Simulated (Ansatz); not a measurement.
# InF: basis-set convergence

The task here is to estimate one member of a computed series from the others.

The runs use Ansatz 0.2.0, Gaussian basis; one geometry, several basis sets.

Plan: PBE0-D4/def2-SVP; ωB97M-V/def2-SVP; PBE0-D4/def2-QZVPP; ωB97M-V/def2-QZVPP; the functionals' def2-TZVPP values are taken from earlier runs.

## The geometry

The geometry comes from an earlier relaxation with PBE0-D4 in a triple-zeta def2 set; it is a stationary point. In takes the def2 core potential; no spin-orbit term is included.

2 atoms, charge 0, spin multiplicity 1.

Atoms are counted from 1 here; the program's logs count them from 0.

Bond lengths: F1–In2 1.994 Å.

Set-up of the first run:

Input file in.yaml:

```yaml
crystal:
  periodic: [false, false, false]
  atoms:
    - {symbol: F, position_ang: [0.000000, 0.000000, 0.015883]}
    - {symbol: In, position_ang: [-0.000000, -0.000000, 2.009607]}
basis:
  gaussian: {orbitals: def2-SVP}
hamiltonian: {xc: pbe0, dispersion: d4}
output: {orbitals: {seedname: orbitals}}
```

Run with:

```
ansatz run in.yaml --threads 2 --pin off --events-out ev --progress --plain --max-ram 32768MiB --backend cpu
```

Steps of the session up to this table: PBE0-D4 in def2-SVP; ωB97M-V in def2-SVP; PBE0-D4 in def2-QZVPP; ωB97M-V in def2-QZVPP.

One of the session's tables, all rows but one given; the rest of the session is left out.

```
functional       basis  HOMO (eV)  LUMO (eV)
   PBE0-D4    def2-SVP      -7.36      -1.44
   PBE0-D4  def2-TZVPP      -7.52      -1.57
   PBE0-D4  def2-QZVPP      -7.56      -1.60
   ωB97M-V    def2-SVP          ?          ?
   ωB97M-V  def2-TZVPP      -9.65      -0.11
   ωB97M-V  def2-QZVPP      -9.70      -0.19
```

Estimate the missing values for ωB97M-V, def2-SVP.

The run gave: HOMO (eV): -9.46; LUMO (eV): 0.15. In the column «HOMO (eV)» it lies between ωB97M-V, def2-TZVPP (-9.65) and PBE0-D4, def2-QZVPP (-7.56).
